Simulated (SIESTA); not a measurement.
Crystal: Zr3S2.

```
Zr S
1.0
     2.90254    1.67578    3.48777
    -2.90254    1.67578    3.48777
     0.00000   -3.35156    3.48777
Zr S
3 2
Direct
  0.83873 0.50000 0.16127
  0.50000 0.16127 0.83873
  0.16127 0.83873 0.50000
  0.66502 0.66502 0.66502
  0.33498 0.33498 0.33498
```

The cell comes from a database or a generator and needn't be the stable form of this composition.

Base run:

| Item | Value |
| --- | --- |
| Program | SIESTA 5.4.2 |
| Functional | PBEsol |
| Potentials or basis | PseudoDojo 0.4 standard (PBEsol files) |
| Basis | DZP (energy shift 0.003 Ry; two zetas on semicore shells) |
| Grid cutoff | 800 Ry |
| Energy shift | 0.003 Ry |
| k mesh | 4 × 4 × 4 |
| Occupations | fermi-dirac, width 0.05 eV |
| Spin | no spin polarisation |
| Hubbard terms | Zr d U = 6 eV |

Its results: band gap on the k mesh none (metal or under the smearing width); pressure 11.3 GPa; largest force 0.283 eV/Å.

**Question.** The run is repeated on the same cell with these changes: hubbard terms from Zr d U = 6 eV to Zr d U = 4 eV. What comes out?

**Answer.** Band gap on the k mesh none (metal or under the smearing width); pressure 5.9 GPa; largest force 0.147 eV/Å.

Caveats: the basis of atomic orbitals isn't converged, which shifts pressures, moduli and gaps; U without spin polarisation on a metal has little footing.
